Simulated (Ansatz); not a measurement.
# CH6AsBOS: the cost of one run

Computed with Ansatz 0.2.0 through its Python package. Level of theory: PBE0/6-31G*.

### 1 The system

Bond lengths: C1–S2 1.820 Å, S2–B3 1.887 Å, B3–O4 1.460 Å, B3–As5 2.040 Å, C1–H6 1.110 Å, C1–H7 1.109 Å, C1–H8 1.111 Å, O4–H9 0.990 Å, As5–H10 1.564 Å, As5–H11 1.564 Å. Angles: C1–S2–B3 94.1°, S2–C1–H6 110.3°, S2–C1–H7 108.9°, S2–C1–H8 110.3°, H6–C1–H7 108.7°, H6–C1–H8 109.9°, H7–C1–H8 108.7°, S2–B3–O4 119.9°, S2–B3–As5 120.2°, O4–B3–As5 119.9°, B3–O4–H9 104.6°, B3–As5–H10 92.6°, B3–As5–H11 91.8°, H10–As5–H11 93.3°.

The script holds or builds the structure itself.

### 2 The code

Contents of spin_ch6asbos.py:

```python
# -*- coding: utf-8 -*-
'''Gap between spin states of CH6AsBOS at one geometry.'''

import ansatz as az

geometry_ang = [
    ('C', (1.7972, 0.8043, 0.0803)),
    ('S', (0.6656, 0.0363, 1.2807)),
    ('B', (-0.4862, -0.6584, -0.0429)),
    ('O', (-0.2509, -1.9927, -0.586)),
    ('As', (-2.0499, 0.4577, -0.7297)),
    ('H', (1.2573, 1.5605, -0.5277)),
    ('H', (2.6171, 1.3095, 0.6306)),
    ('H', (2.2373, 0.0304, -0.5835)),
    ('H', (-0.7736, -2.5958, 0.0004)),
    ('H', (-1.9288, 1.4814, 0.4462)),
    ('H', (-3.0851, -0.4333, 0.0315)),
]
mol = az.Crystal.molecule()
for symbol, xyz in geometry_ang:
    mol = mol.atom(symbol, xyz)

calculation = (
    mol.calculation()
    .basis(gaussian='6-31G*')
    .functional('pbe0')
)
found = {}
for unpaired in [0, 2]:
    rep = calculation.spin('collinear', total=unpaired).run(threads=1).report
    s = unpaired / 2
    found[unpaired] = rep['free_energy_ev']
    print(f'2S+1 = {unpaired + 1}: E = {found[unpaired]:.5f} eV, <S^2> = {abs(rep["mean_field"]["state"]["spin_squared"]):.3f} (pure state {s * (s + 1):.2f})')
lowest = min(found, key=found.get)
for unpaired, e in found.items():
    print(f'multiplicity {unpaired + 1}: {(e - found[lowest]):.3f} eV above the lowest')
```

### 3 The input behind the calls

The package turns the script's settings into the engine's input (first run):

```yaml
crystal:
  periodic: [false, false, false]
  atoms:
    - { symbol: C, position_ang: [1.7972, 0.8043, 0.0803] }
    - { symbol: S, position_ang: [0.6656, 0.0363, 1.2807] }
    - { symbol: B, position_ang: [-0.4862, -0.6584, -0.0429] }
    - { symbol: O, position_ang: [-0.2509, -1.9927, -0.586] }
    - { symbol: As, position_ang: [-2.0499, 0.4577, -0.7297] }
    - { symbol: H, position_ang: [1.2573, 1.5605, -0.5277] }
    - { symbol: H, position_ang: [2.6171, 1.3095, 0.6306] }
    - { symbol: H, position_ang: [2.2373, 0.0304, -0.5835] }
    - { symbol: H, position_ang: [-0.7736, -2.5958, 0.0004] }
    - { symbol: H, position_ang: [-1.9288, 1.4814, 0.4462] }
    - { symbol: H, position_ang: [-3.0851, -0.4333, 0.0315] }
basis:
  gaussian:
    orbitals: "6-31G*"
hamiltonian:
  xc: pbe0
magnetization:
  spin_polarized: true
  initial_magnetization: 0.0
```

### 4 Running it

The run is started by

```bash
python spin_ch6asbos.py
```

**Question.** How long does this script take on 1 thread of Arm Neoverse V1, shared host, and how much memory does it need?

About 23 s, with a peak of 0.43 GiB.
